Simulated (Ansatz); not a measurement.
This script makes the interaction energy of a dimer with the counterpoise correction of BH₄NSi, SMILES B1N[SiH2]1 with the Python package of Ansatz (0.2.0).

Script `bh4nsi_dimer.py`:
```python
# -*- coding: utf-8 -*-
'''Interaction energy of two BH4NSi molecules, with the counterpoise correction.'''

import ansatz as az

FIRST = [
    ('B', (-0.8504, -0.6206, -0.3229)),
    ('N', (0.3001, 0.0459, -1.0556)),
    ('Si', (0.6563, 0.1589, 0.6201)),
    ('H', (-1.9055, -1.0409, -0.3529)),
    ('H', (-0.0004, 0.9875, -1.392)),
    ('H', (0.3103, 1.4263, 1.3029)),
    ('H', (1.4894, -0.9573, 1.2003)),
]
SECOND = [
    ('B', (3.7783, 2.5017, -3.0476)),
    ('N', (2.9955, 2.1001, -4.2848)),
    ('Si', (3.4842, 0.6425, -3.5206)),
    ('H', (4.3113, 3.3141, -2.4587)),
    ('H', (3.5882, 2.2414, -5.1327)),
    ('H', (4.7056, -0.0169, -4.036)),
    ('H', (2.5067, 0.0458, -2.5382)),
]

def energy(atoms, ghosts=()):
    molecule = az.Crystal.molecule()
    for symbol, xyz in atoms:
        molecule = molecule.atom(symbol, xyz)
    calc = (
        molecule.calculation()
        .basis(gaussian='cc-pVDZ')
        .correlation('mp2')
    )
    deck = calc.input()
    if ghosts:
        deck = deck.set(az.key.basis.gaussian.ghost_atoms, [{'symbol': s, 'position_ang': list(xyz)} for s, xyz in ghosts])
    return az.Session.from_dict(deck).plan().execute().report['free_energy_ev']

# ghost atoms carry the functions of the partner
both = energy(FIRST + SECOND)
alone = energy(FIRST) + energy(SECOND)
ghosted = energy(FIRST, SECOND) + energy(SECOND, FIRST)
print(f'dimer {both:.6f} eV')
print(f'interaction, uncorrected   {23.060548 * (both - alone):8.3f} kcal/mol')
print(f'interaction, counterpoise  {23.060548 * (both - ghosted):8.3f} kcal/mol')
print(f'basis-set superposition    {23.060548 * (alone - ghosted):8.3f} kcal/mol')
```

How large is the interaction at this pose, and how much of it is basis-set superposition?

Uncorrected it is -1.443 kcal/mol, with the counterpoise correction -0.304 kcal/mol; the difference, 1.14 kcal/mol, is the superposition error.

The run itself:

Output of `python bh4nsi_dimer.py`:
```text
dimer -20172.831320 eV
interaction, uncorrected     -1.443 kcal/mol
interaction, counterpoise    -0.304 kcal/mol
basis-set superposition       1.139 kcal/mol
```

Caveats:
- Total energies depend on the basis set; only differences at equal settings carry meaning.
- The dimer is a generated trial pose of unrelaxed monomers, not a minimum, so the figure is no binding energy, and the basis set is small.
- Timing: 5.9 s on 1 thread of Intel(R) Xeon(R) 6975P-C (Granite Rapids), with other jobs on the host, peak memory 0.32 GiB.
